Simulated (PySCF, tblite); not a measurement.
**C4H8ClNSi: geometry, infrared bands and NMR shifts**

What infrared bands and NMR shifts should C4H8ClNSi (`[H]/N=C/C(=C/C)[SiH2]Cl`) show?

Programs: tblite 0.8.0 and PySCF 2.14.0, with density-fitted response routines of our own. Each step states its level of theory. These are calculated values for one molecule in the gas phase, unless marked as measured. Atoms are numbered from 0 throughout.

## Step 1: The molecule as given

15 atoms, charge 0, multiplicity 1; geometry from: force field or distance geometry start.

Bonds of the start (Å): C0–C1 1.47, C1–C2 1.33, C2–C3 1.44, C3–N4 1.28, C2–Si5 1.82, Si5–Cl6 2.10, C0–H7 1.10, C0–H8 1.11, C0–H9 1.12, C1–H10 1.11, C3–H11 1.09, N4–H12 1.06, Si5–H13 1.47, Si5–H14 1.46.

## Step 2: Geometry optimisation with GFN2-xTB

Job settings and geometry (Å):

```
{"job": {"kind": "relax", "xc": "GFN2-xTB", "basis": "xTB"}, "charge": 0, "multiplicity": 1}
C     -2.055800    -0.403600     0.532500
C     -0.657900    -0.872000     0.509300
C      0.352600    -0.160900     0.016300
C      1.675600    -0.739800     0.057000
N      2.731700    -0.165800    -0.379400
Si    -0.051700     1.469500    -0.688800
Cl     1.774800     2.397200    -1.159100
H     -2.604000    -1.005500    -0.212100
H     -2.133100     0.684400     0.341600
H     -2.452100    -0.625100     1.556500
H     -0.487300    -1.871700     0.955800
H      1.795100    -1.726900     0.505600
H      3.682400    -0.623700    -0.321000
H     -0.799800     1.277600    -1.943600
H     -0.775000     2.374400     0.207300
```

The run is started by

```
$ OMP_NUM_THREADS=1 python probes_run.py task.json out
```

One launch serves the whole session: the jobs run in the order shown.

**Question.** This job is followed by: GFN2-xTB harmonic vibrations, gas phase; GIAO PBE0/pcSseg-1 NMR shielding, non-relativistic, gas phase. Predict these results of the whole session: strongest single infrared mode (GFN2-xTB); zero-point energy (GFN2-xTB); 13C shifts against TMS (PBE0/pcSseg-1); 1H shifts against TMS (PBE0/pcSseg-1, means over atoms taken as alike); 15N shifts against NH3 (PBE0/pcSseg-1); 29Si shifts against TMS (PBE0/pcSseg-1); 35Cl shifts against HCl (PBE0/pcSseg-1).

As calculated:

| quantity | value |
| --- | --- |
| strongest single infrared mode (GFN2-xTB) | 708 cm⁻¹, 459 km/mol |
| zero-point energy (GFN2-xTB) | 67.6 kcal/mol |
| 13C shifts against TMS (PBE0/pcSseg-1) | 177.6, 163.6, 150.7, 22.6 ppm |
| 1H shifts against TMS (PBE0/pcSseg-1, means over atoms taken as alike) | 11.22, 8.36, 6.96, 5.54, 2.30 ppm |
| 15N shifts against NH3 (PBE0/pcSseg-1) | 361.6 ppm |
| 29Si shifts against TMS (PBE0/pcSseg-1) | -39.7 ppm |
| 35Cl shifts against HCl (PBE0/pcSseg-1) | -61 ppm |

Over 120 steps the energy fell by 0.605 eV; of the close pairs, Si5–Cl6 changed most, 2.102 to 2.014 Å. No mode is imaginary among the 39: a minimum at this level. The strongest single mode, at 708 cm⁻¹, moves mainly H14 and H13. GFN2-xTB is a fitted tight-binding method: band positions and strengths are rough. Its intensities can rank the bands wrongly. At PBE0/pcSseg-1: The largest span, 658 ppm, is at N4, where the paramagnetic term is -415 ppm.
